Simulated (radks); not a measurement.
# The Coulomb parameter U of the 4d shell of Tc⁺

Aim: U as the second difference [E(n + 0.25) + E(n − 0.25) − 2E(n)]/0.25², with all orbitals relaxed. Bare: the atom's charge changes with n. Screened: the 5p shell takes up the change. The start is a model configuration, not necessarily the ground state.

Program: radks (a radial shooting solver on a logarithmic mesh, Libxc functionals) version 1. Level of theory: Dirac Kohn-Sham, PBE, spin-unpolarised, spherical densities, finite nucleus; open shells are shared between the two j in proportion to 2j + 1. These are calculated values, not measurements, unless marked.

## Step 1: Starting point

- element: technetium (Z = 43)
- charge: +1
- electrons: 42
- configuration: [Kr] 4d3 5s1 5p2
- nuclear rms radius: 4.4112 fm

The outer shells:

Tc⁺
```
[Kr] core
4d [↑ ][↑ ][↑ ][  ][  ]
5s [↑ ]
5p [↑ ][↑ ][  ]
```

## Step 2: Start: [Kr] 4d3 5s1 5p2

Input:

```text
Z 43
configuration [Kr] 4d3 5s1 5p2
relativity Dirac
functional pbe,pbe
spin unpolarised
j_filling average
nucleus finite rms 4.4112 fm
c 137.035999084
```

## Step 3: Bare +0.25: [Kr] 4d3.25 5s1 5p2

Settings, as their differences from step 2:

```diff
@@ -1,3 +1,3 @@
 Z 43
-configuration [Kr] 4d3 5s1 5p2
+configuration [Kr] 4d3.25 5s1 5p2
 relativity Dirac
```

## Step 4: Bare -0.25: [Kr] 4d2.75 5s1 5p2

Settings, as their differences from step 3:

```diff
@@ -1,3 +1,3 @@
 Z 43
-configuration [Kr] 4d3.25 5s1 5p2
+configuration [Kr] 4d2.75 5s1 5p2
 relativity Dirac
```

## Step 5: Screened +0.25: [Kr] 4d3.25 5s1 5p1.75

Settings, as their differences from step 4:

```diff
@@ -1,3 +1,3 @@
 Z 43
-configuration [Kr] 4d2.75 5s1 5p2
+configuration [Kr] 4d3.25 5s1 5p1.75
 relativity Dirac
```

## Step 6: Screened -0.25: [Kr] 4d2.75 5s1 5p2.25

Settings, as their differences from step 5:

```diff
@@ -1,3 +1,3 @@
 Z 43
-configuration [Kr] 4d3.25 5s1 5p1.75
+configuration [Kr] 4d2.75 5s1 5p2.25
 relativity Dirac
```

**Question.** What will these runs give?

**Answer**, as computed:

```
                  quantity  value (eV)
                   U, bare      11.468
         U, screened by 5p       2.802
F0(4d,4d), frozen orbitals      16.248
```

Relaxing the orbitals brings U down to 71 % of the Slater integral F0. Letting 5p compensate leaves 24 % of the bare value; this second difference measures U(4d,4d) + U(5p,5p) − 2U(4d,5p). A solid screens further than the bare atom, so the bare value is an upper guide for the U of a crystal.
